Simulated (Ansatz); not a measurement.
Crystal: SiF.

```xyz
2
Lattice="3.0286 0.0000 0.0000 0.0000 3.0286 0.0000 0.0000 0.0000 3.0286" Properties=species:S:1:pos:R:3 pbc="T T T"
Si    1.5143    1.5143    1.5143
F     0.0000    0.0000    0.0000
```

The cell was built by a generator and needn't be a form met in nature.

* Program: Ansatz 0.2.0
* Task: relaxation of cell and atoms
* Functional: PBEsol0
* Potentials or basis: Ansatz PAW
* Cutoff: 420 eV (not typed: the program's choice for these potentials)
* k mesh: 5 × 5 × 5
* Occupations: fermi-dirac, width 0.05 eV
* Spin: no spin polarisation

At the start: volume 13.89 Å³/atom.

Question: Where does the relaxation end?

Answer: It ends after 7 steps and the volume is 13.14 Å³/atom (-5.4 %); space group Pm-3m (No. 221, to 0.05 Å).

The path:
```tsv
step	energy change (eV)	largest force (eV/Å)	volume (Å³)
1	0.0000	0.0000	27.78
2	-0.0222	0.0000	25.85
3	-0.0239	0.0000	26.37
4	-0.0239	0.0000	26.33
5	-0.0225	0.0000	26.33
6	-0.0226	0.0000	26.28
7	-0.0225	0.0000	26.28
```

Final structure:
```cif
data_structure
_symmetry_space_group_name_H-M 'P 1'
_symmetry_Int_Tables_number 1
_cell_length_a 2.9729
_cell_length_b 2.9729
_cell_length_c 2.9729
_cell_angle_alpha 90.000
_cell_angle_beta 90.000
_cell_angle_gamma 90.000
_cell_volume 26.28
loop_
_atom_site_label
_atom_site_type_symbol
_atom_site_fract_x
_atom_site_fract_y
_atom_site_fract_z
_atom_site_occupancy
Si1 Si 0.50000 0.50000 0.50000 1
F1 F 0.00000 0.00000 0.00000 1
```

Caveat: the k mesh is coarse (spacing up to 0.41 Å⁻¹), so the values aren't converged, least of all with exact exchange; the plane-wave basis is chosen anew once the cell has moved, so the energies of steps on either side of that aren't comparable; an odd number of electrons without spin polarisation forces a metal; a magnetic or distorted state may lie lower; the PAW data sets come from PBE, with cores solved anew for the run's functional, which leaves a small shift of forces and pressure.
